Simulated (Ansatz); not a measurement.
# ClH2NZn: the cost of one run

The runs use Ansatz 0.2.0, Gaussian basis; PBE0-D4/def2-TZVP structures, single points in def2-TZVPP, no counterpoise correction.

Levels: SPW92, PBE-D4, BLYP-D4, r2SCAN-D4, B97M-V, PBE0-D4, B3LYP-D4, r2SCAN0-D4, BHLYP-D4, CAM-B3LYP-D4, wB97X-V, wB97M-V, B2PLYP, PBE-QIDH, RPA on PBE, Hartree-Fock, MP2, CCSD, CCSD(T).

Correlated methods freeze the cores. The 3s and 3p shells of Cu and Zn are frozen; filled d shells are correlated. B3LYP uses VWN-RPA correlation. B2PLYP carries no dispersion term here.

94 further runs of the same task are left out: 94 set aside as unsound or not needed. Runs told in other sessions of the task aren't counted.

**1. Where the work starts**

The complex: 8 atoms, charge 0, spin multiplicity 1.

Atoms are counted from 1 here; the program's logs count them from 0.

Bond lengths: Zn1–O2 2.224 Å, Zn1–Cl3 2.117 Å, Zn1–N5 1.871 Å, O2–H4 0.978 Å, O2–H6 0.960 Å, N5–H7 1.013 Å, N5–H8 1.014 Å. Angles: O2–Zn1–Cl3 111.1°, O2–Zn1–N5 81.8°, Cl3–Zn1–N5 166.4°, Zn1–O2–H4 84.0°, Zn1–O2–H6 126.2°, H4–O2–H6 109.3°, Zn1–N5–H7 114.8°, Zn1–N5–H8 114.0°, H7–N5–H8 105.9°.

Geometry (Å):

```tsv
atom	x (Å)	y (Å)	z (Å)
Zn1	-0.8931	-0.3649	-0.3661
O2	1.2917	-0.7800	-0.3686
Cl3	-1.8900	-1.5256	-1.8298
H4	1.3485	0.0600	0.1285
N5	-0.3760	0.9124	0.8994
H6	1.8757	-0.7380	-1.1297
H7	-0.8320	1.8117	0.8065
H8	-0.5248	0.6244	1.8599
```

Its parts: ClH2NZn holds atoms 1, 3, 5, 7, 8; H2O holds atoms 2, 4, 6. Each part counts its atoms afresh in its own runs.

**2. Relaxing ClH2NZn alone**

File relax-a/in.yaml:

```yaml
crystal:
  periodic: [false, false, false]
  atoms:
    - {symbol: Zn, position_ang: [-0.893103, -0.364932, -0.366115]}
    - {symbol: Cl, position_ang: [-1.889956, -1.525568, -1.829811]}
    - {symbol: N, position_ang: [-0.376007, 0.912436, 0.899436]}
    - {symbol: H, position_ang: [-0.831995, 1.811670, 0.806464]}
    - {symbol: H, position_ang: [-0.524750, 0.624434, 1.859896]}
basis:
  gaussian: {orbitals: def2-TZVP}
hamiltonian: {xc: pbe0, dispersion: d4}
relax: {f_tol: 0.005, max_steps: 200}
```

Launch:

```console
ansatz run in.yaml --threads 8 --pin off --events-out ev --progress --plain --max-ram 19148MiB
```

**Question.** How long does this run take on 8 threads of Arm Neoverse V2, shared host?

About 6 s.
